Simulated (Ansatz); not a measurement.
**BF₂H₃OSi: how energies converge with the basis set**

One table from this session's results is given with a row withheld; the runs are named, their logs left out.

Program: Ansatz 0.2.0, Gaussian basis. Level of theory: one geometry, several basis sets. These are calculated values, not measurements.

Plan: PBE0-D4/def2-SVP; ωB97M-V/def2-SVP; PBE0-D4/def2-QZVPP; ωB97M-V/def2-QZVPP; the functionals' def2-TZVPP values are taken from earlier runs.

### Structure used throughout

All runs share one geometry, relaxed beforehand with PBE0-D4 in a triple-zeta def2 set.

SMILES `B[Si](O)(F)F`, 8 atoms, charge 0, spin multiplicity 1.

Atoms are counted from 1 here; the program's logs count them from 0.

Bond lengths: B1–Si2 2.002 Å, B1–H6 1.193 Å, B1–H7 1.193 Å, Si2–O3 1.623 Å, Si2–F4 1.593 Å, Si2–F5 1.593 Å, O3–H8 0.959 Å. Angles: Si2–B1–H6 122.2°, Si2–B1–H7 119.5°, H6–B1–H7 118.3°, B1–Si2–O3 109.4°, B1–Si2–F4 108.9°, B1–Si2–F5 114.4°, O3–Si2–F4 111.1°, O3–Si2–F5 108.6°, F4–Si2–F5 104.4°, Si2–O3–H8 120.0°.

As a file:

```
B    -1.11170    0.98316    0.17118
Si    0.36424   -0.26778   -0.34240
O     0.81897   -1.12746    0.95697
F    -0.14994   -1.22151   -1.50987
F     1.65010    0.44829   -0.95243
H    -1.08910    2.14233   -0.10928
H    -2.05608    0.56365    0.76779
H     1.66571   -1.57778    0.96214
```

The first run:

Contents of in.yaml:

```yaml
crystal:
  periodic: [false, false, false]
  atoms:
    - {symbol: B, position_ang: [-1.111695, 0.983161, 0.171184]}
    - {symbol: Si, position_ang: [0.364240, -0.267778, -0.342404]}
    - {symbol: O, position_ang: [0.818965, -1.127456, 0.956973]}
    - {symbol: F, position_ang: [-0.149938, -1.221509, -1.509869]}
    - {symbol: F, position_ang: [1.650102, 0.448291, -0.952427]}
    - {symbol: H, position_ang: [-1.089102, 2.142327, -0.109281]}
    - {symbol: H, position_ang: [-2.056079, 0.563651, 0.767788]}
    - {symbol: H, position_ang: [1.665708, -1.577785, 0.962139]}
basis:
  gaussian: {orbitals: def2-SVP}
hamiltonian: {xc: pbe0, dispersion: d4}
output: {orbitals: {seedname: orbitals}}
```

Run with:

```bash
$ ansatz run in.yaml --threads 2 --pin off --events-out ev --progress --plain --max-ram 4352MiB
```

Steps of the session up to this table: PBE0-D4 in def2-SVP; ωB97M-V in def2-SVP; PBE0-D4 in def2-QZVPP; ωB97M-V in def2-QZVPP.

One of the session's tables, all rows but one given; the rest of the session is left out.

It belongs to the step «Functionals by basis». 

```
functional       basis  HOMO (eV)  LUMO (eV)
   PBE0-D4    def2-SVP      -9.06      -2.76
   PBE0-D4  def2-TZVPP      -9.17      -2.86
   PBE0-D4  def2-QZVPP      -9.20      -2.88
   ωB97M-V    def2-SVP     -11.25      -0.66
   ωB97M-V  def2-TZVPP     -11.39      -0.84
   ωB97M-V  def2-QZVPP          ?          ?
```

Estimate the missing values for ωB97M-V, def2-QZVPP.

The run gave: HOMO (eV): -11.43; LUMO (eV): -0.89. In the column «HOMO (eV)» it is the lowest.
